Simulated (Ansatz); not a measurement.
# Ta2O5: the cost of one run

Computed with Ansatz 0.2.0 (DFT r2SCAN, scalar-relativistic, plane waves, PAW, unless a step's input says otherwise).

## (1) The starting structure

The structure is monoclinic, space group C2 (No. 5). The conventional cell has a = 6.028 Å, b = 5.129 Å, c = 5.768 Å, α = 90.00°, β = 118.22°, γ = 90.00°. Ta (site symmetry 1) has 7 O at 1.89 to 2.35 Å in its first shell of neighbours. O (site symmetry 1) is surrounded by 2 Ta at 1.92 to 2.05 Å. O (site symmetry 1) has 2 Ta at 1.89 to 1.99 Å in its first shell of neighbours. O (site symmetry 2) has 4 Ta at 2.14 to 2.35 Å in its first shell of neighbours.

As a file:

```xyz
7
Lattice="3.0141 -2.5646 0.0081 3.0141 2.5646 0.0081 -2.7406 0.0000 5.0749" Properties=species:S:1:pos:R:3 pbc="T T T"
Ta    0.3443   -0.1931    1.4940
Ta    2.9432   -0.1931    3.5971
O     0.7862   -1.0676    3.2945
O    -1.5743   -0.3144    4.8730
O     1.6438    1.1447    2.5455
O     4.8619   -0.3144    0.2181
O     2.5013   -1.0676    1.7965
```

It goes back to an entry of the Materials Project, which need not be the stable form.

This cell was relaxed beforehand with the same method: volume 11.22 Å³/atom, gap on the mesh 2.87 eV.

## (2) Zero of energy

The reference gives a free energy of -22737.2937 eV, pressure 0.00 GPa, largest force 0.001 eV/Å and gap on the mesh 2.87 eV. It was computed beforehand with the settings of the runs below.

## (3) Setting up rattled cells

All atoms are moved at random with no net shift, in some cells together with a random strain.

## (4) At rms move = 0.592 Å

File input.yaml:

```yaml
crystal:
  lattice:
    - [2.9232382342, -2.4448684333, 0.03113781]
    - [3.0246440395, 2.5641073933, 0.051352661]
    - [-2.6485641665, -0.0341811568, 5.1929618828]
  atoms:
    - { symbol: Ta, position: [0.1059502645, 0.1692418941, 0.2759247152] }
    - { symbol: Ta, position: [0.8285350577, 0.7162089944, 0.8126742327] }
    - { symbol: O, position: [0.7619526789, 0.2837642058, 0.6455812652] }
    - { symbol: O, position: [0.2367854075, -0.0074871565, 0.9238021975] }
    - { symbol: O, position: [0.3552995601, 0.7983829033, 0.4936906711] }
    - { symbol: O, position: [0.9315950215, 0.6379048219, 0.0549419168] }
    - { symbol: O, position: [0.6708810098, 0.510985337, 0.2933850014] }
basis:
  ecutwfc: 500
kpoints:
  mp_grid: { grid: [6, 6, 6] }
hamiltonian:
  xc: r2scan
scf:
  occupations: { method: gaussian, width: 0.05 }
output:
  forces: true
  stress: true
  eigenvalues: true
```

Launch:

```sh
> ansatz run input.yaml --threads 2 --pin off --max-ram 5120MiB --backend cpu --events-out ev --progress --plain --runs-dir out
```

What time and memory should one allow on 2 threads of Intel Xeon 6975P-C (Granite Rapids), shared host?

About 14 s, with a peak of 0.7 GiB.
